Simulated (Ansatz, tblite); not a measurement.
**C12H8S2Se3: a ladder of methods and basis sets**

An exercise on one series of results from a longer session: the logs are not shown, and one member is left open.

Program: Ansatz 0.2.0, Gaussian basis. Level of theory: as each input shows. These are calculated values, not measurements.

Levels to be run: GFN1-xTB, GFN2-xTB, PBE-D4/def2-TZVP, r2SCAN-D4/def2-TZVP, B2PLYP/def2-TZVP, ωB97X-V/def2-TZVP, r2SCANh-D4/def2-TZVP, PBE-D4/def2-SVP, PBE0-D4/def2-SVP, HF/STO-3G, HF/6-31G, B3LYP-D4/6-31G, MP2/def2-TZVP, RPA/def2-TZVP.

## The geometry

The geometry is that of the singlet, from an earlier relaxation (PBE-D4/def2-SVP).

SMILES `Sc1ccc(-c2ccc(-c3ccc(S)[se]3)[se]2)[se]1`, 25 atoms, charge 0, spin multiplicity 1.

Bond lengths: S1–C2 1.759 Å, S1–H18 1.363 Å, C2–C3 1.386 Å, C2–Se17 1.889 Å, C3–C4 1.423 Å, C3–H19 1.100 Å, C4–C5 1.390 Å, C4–H20 1.101 Å, C5–C6 1.437 Å, C5–Se17 1.906 Å, C6–C7 1.393 Å, C6–Se16 1.900 Å, C7–C8 1.417 Å, C7–H21 1.101 Å, C8–C9 1.393 Å, C8–H22 1.101 Å, C9–C10 1.437 Å, C9–Se16 1.900 Å and more. Angles: C2–S1–H18 95.3°, S1–C2–C3 129.9°, S1–C2–Se17 119.1°, C3–C2–Se17 111.0°, C2–C3–C4 115.1°, C2–C3–H19 122.2°, C4–C3–H19 122.7°, C3–C4–C5 116.5°, C3–C4–H20 121.9°, C5–C4–H20 121.6°, C4–C5–C6 129.5°, C4–C5–Se17 109.6°, C6–C5–Se17 120.8°, C5–C6–C7 129.3°, C5–C6–Se16 120.9°, C7–C6–Se16 109.8°, C6–C7–C8 116.1°, C6–C7–H21 121.7° and more.

PBE0-D4/def2-TZVP was run before; its log isn't repeated, and its numbers join the tables.

The first run:

Tight binding, by tblite at 300 K electronic temperature and without a spin-polarisation term:

```python
tblite.interface.Calculator('GFN1-xTB', numbers, positions, charge=0, uhf=0).singlepoint()
```

Tight binding, by tblite at 300 K electronic temperature and without a spin-polarisation term:

```python
tblite.interface.Calculator('GFN2-xTB', numbers, positions, charge=0, uhf=0).singlepoint()
```

start.molden holds the orbitals of an earlier run on this state, given as this run's starting guess.

Contents of in.yaml:

```yaml
crystal:
  periodic: [false, false, false]
  atoms:
    - {symbol: S, position_ang: [-6.698910, 0.082809, -2.287146]}
    - {symbol: C, position_ang: [-5.123005, -0.166018, -1.546456]}
    - {symbol: C, position_ang: [-4.723809, -1.092688, -0.596688]}
    - {symbol: C, position_ang: [-3.356409, -1.010584, -0.211135]}
    - {symbol: C, position_ang: [-2.597041, -0.022333, -0.826251]}
    - {symbol: C, position_ang: [-1.209981, 0.307808, -0.650348]}
    - {symbol: C, position_ang: [-0.460113, 1.316995, -1.250091]}
    - {symbol: C, position_ang: [0.902991, 1.391526, -0.870083]}
    - {symbol: C, position_ang: [1.333489, 0.447095, 0.058992]}
    - {symbol: C, position_ang: [2.637044, 0.265514, 0.634876]}
    - {symbol: C, position_ang: [3.077779, -0.688729, 1.544176]}
    - {symbol: C, position_ang: [4.444926, -0.612512, 1.931868]}
    - {symbol: C, position_ang: [5.165333, 0.415790, 1.345563]}
    - {symbol: S, position_ang: [6.856342, 0.860589, 1.537241]}
    - {symbol: Se, position_ang: [4.076158, 1.429147, 0.181075]}
    - {symbol: Se, position_ang: [-0.112358, -0.688050, 0.537922]}
    - {symbol: Se, position_ang: [-3.684933, 0.950105, -2.051802]}
    - {symbol: H, position_ang: [-7.310302, -0.941714, -1.628410]}
    - {symbol: H, position_ang: [-5.416850, -1.834492, -0.173151]}
    - {symbol: H, position_ang: [-2.920808, -1.690700, 0.536913]}
    - {symbol: H, position_ang: [-0.905366, 2.014936, -1.975627]}
    - {symbol: H, position_ang: [1.586124, 2.149390, -1.283303]}
    - {symbol: H, position_ang: [2.402953, -1.463305, 1.939831]}
    - {symbol: H, position_ang: [4.900839, -1.317082, 2.642994]}
    - {symbol: H, position_ang: [7.135936, -0.103488, 2.459050]}
basis:
  gaussian: {orbitals: def2-TZVP, fitting: {mean_field: def2-universal-jkfit}, initial_orbitals: start.molden}
hamiltonian: {xc: pbe, dispersion: d4}
scf: {omitted_lower_state_checks: [starts]}
output: {orbitals: {seedname: orbitals}}
```

Run with:

```
$ ansatz run in.yaml --threads 2 --pin off --events-out ev --progress --plain --max-ram 32768MiB --backend cuda --devices 0, --max-vram 18GiB
```

Among the steps run: PBE-D4/def2-TZVP; r2SCAN-D4/def2-TZVP; B2PLYP/def2-TZVP; ωB97X-V/def2-TZVP; r2SCANh-D4/def2-TZVP; PBE-D4/def2-SVP; PBE0-D4/def2-SVP; HF/STO-3G; HF/6-31G; B3LYP-D4/6-31G; MP2/def2-TZVP; RPA/def2-TZVP.

One table of the session follows, with a row left open; its other results are not shown here.

It belongs to the step «Binding energy». 

```
               level  binding an atom (eV)
           HF/STO-3G                 3.835
            HF/6-31G                     ?
        HF/def2-TZVP                 3.218
     PBE-D4/def2-SVP                 5.011
    PBE-D4/def2-TZVP                 4.948
 r2SCAN-D4/def2-TZVP                 4.760
r2SCANh-D4/def2-TZVP                 4.713
      B3LYP-D4/6-31G                 4.509
    PBE0-D4/def2-SVP                 4.863
   PBE0-D4/def2-TZVP                 4.803
   ωB97X-V/def2-TZVP                 4.688
       MP2/def2-TZVP                 4.734
```

Q: Estimate the row for HF/6-31G from the others.

The run gave: binding an atom (eV): 2.937. In the column «binding an atom (eV)» it is the lowest.

Limits of these values: Free atoms were run apart at each level; binding is atoms less cluster, divided by the number of atoms, without zero-point or spin-orbit terms.
